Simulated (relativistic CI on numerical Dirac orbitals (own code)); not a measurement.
# Mo⁵⁺: L-alpha,beta emission multiplets

Aim: the L-alpha,beta emission spectrum of Mo⁵⁺ in 4 surroundings, from the same atomic integrals.

Program: relativistic CI on numerical Dirac orbitals (own code) version 1. Level of theory: Dirac-Coulomb-Breit CI, KLI orbitals optimised for each configuration, model QED (radiative potential, 1s self-energy scaled to tabulated hydrogen-like ionisation energies), multiplet model of X-ray emission after core ionisation. These are calculated values, not measurements, unless marked.

### 1 The system

```
ion            : Mo⁵⁺ (Mo VI)
nuclear charge : 42
electrons      : 37
configurations : [Kr] 4d → [He] 2s2 2p5 3s2 3p6 3d10 4s2 4p6 4d → [Ar] 3d9 4s2 4p6 4d
temperature    : 300 K
widths         : Lorentz 1.4 eV, Gauss 0.6 eV
surrounding 1  : free ion
surrounding 2  : Oh, 10Dq = 8500 cm⁻¹
surrounding 3  : Oh, 10Dq = 23500 cm⁻¹
surrounding 4  : Oh, 10Dq = 38500 cm⁻¹
```

### 2 Surrounding 1: free ion

Settings, as recorded:

```ini
atom Mo  Z=42  charge=5  electrons=37
nucleus A=98  rms_radius_fm=4.4091
hamiltonian dirac-coulomb  breit=on  qed=on  c_scale=1
orbitals kli  potential=per-configuration
slater_scale 1
correlation none
mixing on
configurations
  [Kr] 4d
  [He] 2s2 2p5 3s2 3p6 3d10 4s2 4p6 4d
  [Ar] 3d9 4s2 4p6 4d
end
emission L-alpha,beta T=300 lorentz=1.4 gauss=0.6
crystal_field free
```

Results of the run (chosen fields of its result record, rounded):

```text
{
  "status": "converged",
  "curve, one point in 3 above 2 % of the maximum [energy, intensity] [eV; 1/eV]": [
    [2288.8, 0.004217],
    [2289.4, 0.005503],
    [2290, 0.007712],
    [2290.6, 0.0121],
    [2291.2, 0.02012],
    [2291.8, 0.02814],
    [2292.4, 0.03486],
    [2293, 0.03807],
    [2293.6, 0.04299],
    [2294.2, 0.06465],
    [2294.8, 0.1179],
    [2295.4, 0.1856],
    [2296, 0.1799],
    [2296.6, 0.1133],
    [2297.2, 0.06514],
    [2297.8, 0.03655],
    [2298.4, 0.02122],
    [2299, 0.01368],
    [2299.6, 0.009563],
    [2300.2, 0.007065],
    [2300.8, 0.005452],
    [2301.4, 0.004346],
    [2385.2, 0.004833],
    [2393.2, 0.004015],
    [2393.8, 0.00546],
    [2394.4, 0.007916],
    [2395, 0.01261],
    [2395.6, 0.02293],
    "... 11 more rows left out ..."
  ],
  "sticks, the strongest [energy, strength] [eV, share]": [
    [2292.69, 0.02992],
    [2295.22, 0.02158],
    [2295.32, 0.0238],
    [2295.4, 0.09233],
    [2295.44, 0.05612],
    [2295.87, 0.2144],
    [2295.88, 0.03943],
    [2296.6, 0.02124],
    [2296.86, 0.02875],
    [2396.52, 0.05261],
    [2397.41, 0.05255],
    [2397.68, 0.138],
    [2398.24, 0.03037],
    [2398.9, 0.02234]
  ],
  "centroid [eV]": 2330.09,
  "spread [eV]": 48.3878,
  "peak [eV]": 2295.6,
  "ground_S": 0.5,
  "radial 2p5 3d10 4d [Ha, bohr]": {"<r^-3>(2p)": 2440.3, "<r^1>(2p)": 0.13264, "<r^2>(2p)": 0.021495, "<r^4>(2p)": 0.00091862, "zeta(2p)": 2.5683, "<r^-3>(4d)": 7.6738, "<r^1>(4d)": 1.3212, "<r^2>(4d)": 2.0037, "<r^4>(4d)": 6.3188, "F2(2p,4d)": 0.089144, "G1(2p,4d)": 0.074775, "G3(2p,4d)": 0.043488, "zeta(4d)": 0.0060216},
  "radial 2p6 3d9 4d [Ha, bohr]": {"<r^-3>(3d)": 58.816, "<r^1>(3d)": 0.40579, "<r^2>(3d)": 0.19689, "<r^4>(3d)": 0.073511, "zeta(3d)": 0.046891, "<r^-3>(4d)": 7.4673, "<r^1>(4d)": 1.3339, "<r^2>(4d)": 2.0423, "<r^4>(4d)": 6.5504, "F2(3d,4d)": 0.18707, "F4(3d,4d)": 0.084042, "G0(3d,4d)": 0.061316, "G2(3d,4d)": 0.070408, "G4(3d,4d)": 0.053395, "zeta(4d)": 0.0056237}
}
```

It took 0.28 s on 1 thread, shared host.

### 3 Surrounding 2: Oh, 10Dq = 8500

Changes to the settings of step 2:

```diff
@@ -13,2 +13,2 @@
 emission L-alpha,beta T=300 lorentz=1.4 gauss=0.6
-crystal_field free
+crystal_field Oh 10Dq=8500
```

Main fields:

```text
{
  "status": "converged",
  "curve, one point in 5 above 2 % of the maximum [energy, intensity] [eV; 1/eV]": [
    [2288.8, 0.004216],
    [2289.8, 0.006856],
    [2290.8, 0.01388],
    [2291.8, 0.02849],
    [2292.8, 0.03757],
    [2293.8, 0.04764],
    [2294.8, 0.1156],
    [2295.8, 0.1979],
    [2296.8, 0.09603],
    [2297.8, 0.03419],
    [2298.8, 0.01519],
    [2299.8, 0.008472],
    [2300.8, 0.005403],
    [2393.2, 0.004248],
    [2394.2, 0.007463],
    [2395.2, 0.01666],
    [2396.2, 0.04599],
    [2397.2, 0.09771],
    [2398.2, 0.07831],
    [2399.2, 0.03071],
    [2400.2, 0.01357],
    [2401.2, 0.006882],
    [2402.2, 0.004138]
  ],
  "sticks, the strongest [energy, strength] [eV, share]": [
    [2295.19, 0.02784],
    [2295.4, 0.02673],
    [2295.77, 0.02966],
    [2295.81, 0.02961],
    [2296.73, 0.02873],
    [2397.22, 0.02606],
    [2397.58, 0.02639],
    [2397.62, 0.04319]
  ],
  "centroid [eV]": 2330.13,
  "spread [eV]": 48.4244,
  "peak [eV]": 2295.8,
  "ground_S": 0.5
}
```

Run time: 0.31 s. Hardware: 1 thread, shared host.

### 4 Surrounding 3: Oh, 10Dq = 23500

Changes to the settings of step 3:

```diff
@@ -13,2 +13,2 @@
 emission L-alpha,beta T=300 lorentz=1.4 gauss=0.6
-crystal_field Oh 10Dq=8500
+crystal_field Oh 10Dq=23500
```

Main fields:

```text
{
  "status": "converged",
  "curve, one point in 5 above 2 % of the maximum [energy, intensity] [eV; 1/eV]": [
    [2288.6, 0.004064],
    [2289.6, 0.00631],
    [2290.6, 0.0113],
    [2291.6, 0.02495],
    [2292.6, 0.03611],
    [2293.6, 0.04241],
    [2294.6, 0.09544],
    [2295.6, 0.2016],
    [2296.6, 0.1171],
    [2297.6, 0.03988],
    [2298.6, 0.01678],
    [2299.6, 0.009186],
    [2300.6, 0.005798],
    [2393, 0.004047],
    [2394, 0.007174],
    [2395, 0.014],
    [2396, 0.03604],
    [2397, 0.0857],
    [2398, 0.093],
    [2399, 0.03754],
    [2400, 0.01544],
    [2401, 0.008014],
    [2402, 0.004658]
  ],
  "sticks, the strongest [energy, strength] [eV, share]": [
    [2295.63, 0.04655],
    [2295.7, 0.02892],
    [2295.73, 0.02812],
    [2295.78, 0.03102],
    [2295.87, 0.03859],
    [2295.91, 0.03934],
    [2296.6, 0.02972],
    [2397.65, 0.04042]
  ],
  "centroid [eV]": 2330.12,
  "spread [eV]": 48.4218,
  "peak [eV]": 2295.6,
  "ground_S": 0.5
}
```

It took 0.3 s on 1 thread, shared host.

### 5 Surrounding 4: Oh, 10Dq = 38500

Changes to the settings of step 4:

```diff
@@ -13,2 +13,2 @@
 emission L-alpha,beta T=300 lorentz=1.4 gauss=0.6
-crystal_field Oh 10Dq=23500
+crystal_field Oh 10Dq=38500
```

Main fields:

```text
{
  "status": "converged",
  "curve, one point in 5 above 2 % of the maximum [energy, intensity] [eV; 1/eV]": [
    [2288.6, 0.004097],
    [2289.6, 0.006261],
    [2290.6, 0.01134],
    [2291.6, 0.02411],
    [2292.6, 0.03585],
    [2293.6, 0.04187],
    [2294.6, 0.09666],
    [2295.6, 0.2022],
    [2296.6, 0.1167],
    [2297.6, 0.03977],
    [2298.6, 0.01675],
    [2299.6, 0.00913],
    [2300.6, 0.005775],
    [2393, 0.004395],
    [2394, 0.007398],
    [2395, 0.01349],
    [2396, 0.03439],
    [2397, 0.08775],
    [2398, 0.09357],
    [2399, 0.03616],
    [2400, 0.01565],
    [2401, 0.008134],
    [2402, 0.004669]
  ],
  "sticks, the strongest [energy, strength] [eV, share]": [
    [2295.64, 0.02941],
    [2295.71, 0.03303],
    [2295.77, 0.03123],
    [2295.91, 0.04217],
    [2296.56, 0.02983],
    [2397.58, 0.03509],
    [2397.6, 0.04547],
    [2398.15, 0.03669]
  ],
  "centroid [eV]": 2330.12,
  "spread [eV]": 48.4234,
  "peak [eV]": 2295.6,
  "ground_S": 0.5
}
```

Wall time 0.3 s (1 thread, shared host).

### 6 The spectra side by side

| surrounding | ground S | centroid (eV) | spread (eV) | up to four highest peaks (% of the highest), eV |
| --- | --- | --- | --- | --- |
| 1: free | 0.50 | 2330.09 | 48.39 | 2295.6 (100), 2397.6 (51) |
| 2: Oh | 0.50 | 2330.13 | 48.42 | 2295.8 (100), 2397.6 (53) |
| 3: Oh | 0.50 | 2330.12 | 48.42 | 2295.6 (100), 2397.6 (51) |
| 4: Oh | 0.50 | 2330.12 | 48.42 | 2295.6 (100), 2397.6 (52) |

### 7 What came out

```
                           quantity      value
            highest peak, first run  2295.6 eV
ground spin (effective S from ⟨S²⟩)       0.50
```

The highest peak stays in place, within the step of the energy grid, in all surroundings. Photon energies are those of the free ion; lines in solids lie some eV away, more where the ion's charge is far from that in the solid.
